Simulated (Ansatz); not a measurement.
# CHBClF₃O: one species, many methods

An exercise on one series of results from a longer session: the logs are not shown, and one member is left open.

The runs use Ansatz 0.2.0, Gaussian basis; functionals in def2-TZVPP, the program's frozen cores in correlated methods.

Plan: PBE-D4, r2SCAN-D4, PBE0-D4, B3LYP-D4, ωB97X-V, ωB97M-V, B2PLYP; CCSD(T)/def2-TZVPP; MP2/def2-QZVPP; extrapolation to the limit.

### The relaxed structure

The geometry comes from an earlier relaxation with PBE0-D4 in a triple-zeta def2 set; it is a stationary point, not always the lowest conformer.

SMILES `FC(F)(F)OBCl`, 8 atoms, charge 0, spin multiplicity 1.

Atoms are counted from 1 here; the program's logs count them from 0.

Bond lengths: F1–C2 1.328 Å, C2–F3 1.328 Å, C2–F4 1.322 Å, C2–O5 1.357 Å, O5–B6 1.363 Å, B6–Cl7 1.740 Å, B6–H8 1.186 Å. Angles: F1–C2–F3 108.5°, F1–C2–F4 108.4°, F1–C2–O5 111.7°, F3–C2–F4 108.4°, F3–C2–O5 111.7°, F4–C2–O5 108.0°, C2–O5–B6 127.2°, O5–B6–Cl7 123.6°, O5–B6–H8 116.2°, Cl7–B6–H8 120.2°.

The first run:

File in.yaml:

```yaml
crystal:
  periodic: [false, false, false]
  atoms:
    - {symbol: F, position_ang: [0.377257, 1.363249, -1.032464]}
    - {symbol: C, position_ang: [-0.631965, 0.644885, -0.553698]}
    - {symbol: F, position_ang: [-0.944226, -0.288330, -1.445537]}
    - {symbol: F, position_ang: [-1.675662, 1.441707, -0.400816]}
    - {symbol: O, position_ang: [-0.335097, 0.105080, 0.655527]}
    - {symbol: B, position_ang: [0.668423, -0.771477, 0.943832]}
    - {symbol: Cl, position_ang: [1.789927, -1.375184, -0.241490]}
    - {symbol: H, position_ang: [0.751334, -1.119939, 2.074648]}
basis:
  gaussian: {orbitals: def2-TZVPP}
hamiltonian: {xc: pbe, dispersion: d4}
output: {forces: true, orbitals: {seedname: orbitals}}
```

Started as:

```sh
ansatz run in.yaml --threads 2 --pin off --events-out ev --progress --plain --max-ram 32768MiB --backend cpu
```

Among the steps run: PBE-D4 (GGA); r2SCAN-D4 (meta-GGA); PBE0-D4 (hybrid); B3LYP-D4 (hybrid); ωB97X-V (range-separated); ωB97M-V (range-separated); B2PLYP (double hybrid); CCSD(T) in def2-TZVPP; MP2 in def2-QZVPP.

One of the session's tables, all rows but one given; the rest of the session is left out.

It belongs to the step «Atomisation energies». 

| method | atomisation energy (kJ/mol) |
| --- | --- |
| PBE-D4 | 3429.9 |
| r2SCAN-D4 | 3325.1 |
| PBE0-D4 | 3305.3 |
| B3LYP-D4 | 3251.8 |
| ωB97X-V | 3296.3 |
| ωB97M-V | 3306.9 |
| B2PLYP | 3239.9 |
| HF/def2-TZVPP | 2289.6 |
| MP2/def2-TZVPP | 3351.0 |
| CCSD/def2-TZVPP | 3104.8 |
| CCSD(T)/def2-TZVPP | ? |
| MP2/CBS | 3443.2 |
| CCSD(T)/CBS | 3271.2 |

**Question.** Estimate the row for CCSD(T)/def2-TZVPP.

As computed: atomisation energy (kJ/mol): 3179.0. In the column «atomisation energy (kJ/mol)» it lies between CCSD/def2-TZVPP (3104.8) and B2PLYP (3239.9).
